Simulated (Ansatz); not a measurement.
## ZrPt, space group Cmcm: a charge-density difference against the sublattices

Program: Ansatz 0.2.0 through its Python package.

`drho_zrpt.py`:
```python
"""Density of ZrPt less that of its sublattices."""

import logging
import sys
import warnings

import ansatz as az
import numpy as np

logging.basicConfig(stream=sys.stdout, format="%(levelname)s:%(name)s:%(message)s")
log = logging.getLogger("zrpt")
log.setLevel(logging.INFO)

TOLERANCE = 1e-10
OCCUPATIONS = "fermi_dirac"
SIGMA = 0.1
CUTOFF = 460
MESH = (7, 7, 6)

VECTORS = np.array([
    [1.716663, -5.203408, 0.0],
    [1.716663, 5.203408, 0.0],
    [0.0, 0.0, 4.282432],
])
SITES = [
    ("Zr", (0.85875, 0.14125, 0.75)),
    ("Zr", (0.14125, 0.85875, 0.25)),
    ("Pt", (0.592265, 0.407735, 0.75)),
    ("Pt", (0.407735, 0.592265, 0.25)),
]


def make_crystal(cell):
    crystal = az.Crystal(lattice=az.Lattice.of(cell))
    for symbol, position in SITES:
        crystal = crystal.atom(symbol, position)
    return crystal

warnings.simplefilter("ignore", az.DeckWarning)

# one cutoff and one grid for all runs, so that the fields can be subtracted
def solve(crystal):
    return (
        crystal.calculation()
        .scf(tolerance=TOLERANCE)
        .occupations(OCCUPATIONS, width=SIGMA)
        .functional(az.Functional.PBESOL)
        .basis(CUTOFF, grid_basis="typed")
        .kpoints(*MESH)
        .density()
        .run(threads=1)
    )


whole = solve(make_crystal(VECTORS))
difference = whole.density().channels[0].density_e_per_ang3.copy()
binding = whole.report["free_energy_ev"]
for element in ["Zr", "Pt"]:
    part = az.Crystal(lattice=az.Lattice.of(VECTORS))
    for symbol, position in SITES:
        if symbol == element:
            part = part.atom(symbol, position)
    alone = solve(part)
    difference -= alone.density().channels[0].density_e_per_ang3
    binding -= alone.report["free_energy_ev"]
    log.info(f"{element} sublattice: {alone.report['n_electrons']:g} electrons, {alone.report['n_iterations']} iterations")

voxel = abs(np.linalg.det(VECTORS)) / difference.size
log.info(f"energy of the crystal less its unpolarised sublattices: {binding / len(SITES):.4f} eV/atom")
log.info(f"net charge of the difference {difference.sum() * voxel:.5f} e, charge rearranged {0.5 * np.abs(difference).sum() * voxel:.3f} e")
log.info(f"extremes {difference.min():.4f} and {difference.max():.4f} e/A^3")
for (symbol, position) in SITES:
    index = tuple(int(round(p * n)) % n for p, n in zip(position, difference.shape))
    log.info(f"  change of the pseudo-density at the grid point nearest {symbol}: {difference[index]:+.4f} e/A^3")
```

Output of `python drho_zrpt.py`:
```text
INFO:zrpt:Zr sublattice: 24 electrons, 8 iterations
INFO:zrpt:Pt sublattice: 36 electrons, 9 iterations
INFO:zrpt:energy of the crystal less its unpolarised sublattices: -3.4753 eV/atom
INFO:zrpt:net charge of the difference 0.00000 e, charge rearranged 1.399 e
INFO:zrpt:extremes -0.2477 and 0.2069 e/A^3
INFO:zrpt:  change of the pseudo-density at the grid point nearest Zr: -0.0330 e/A^3
INFO:zrpt:  change of the pseudo-density at the grid point nearest Zr: -0.0330 e/A^3
INFO:zrpt:  change of the pseudo-density at the grid point nearest Pt: +0.1363 e/A^3
INFO:zrpt:  change of the pseudo-density at the grid point nearest Pt: +0.1363 e/A^3
```

The mesh is modest for a metal, so energies can be off by several to tens of meV an atom and pressures by half a GPa or more; differences at equal mesh fare better. Spin-orbit coupling, which matters for elements this heavy, is left out. Grid values close to the nuclei reflect the PAW or pseudopotential construction, not the all-electron fields. The structure comes from a database of computed cells and needn't be a stable or known phase. Charge moved counts every rearrangement, bonding and polarisation too, and is no transfer between atoms; the bare sublattices are artificial references. Values near the nuclei depend on the potentials. Wall time of the script: 19 s on 1 thread of Arm Neoverse V2 (shared host), peak memory 0.5 GiB.
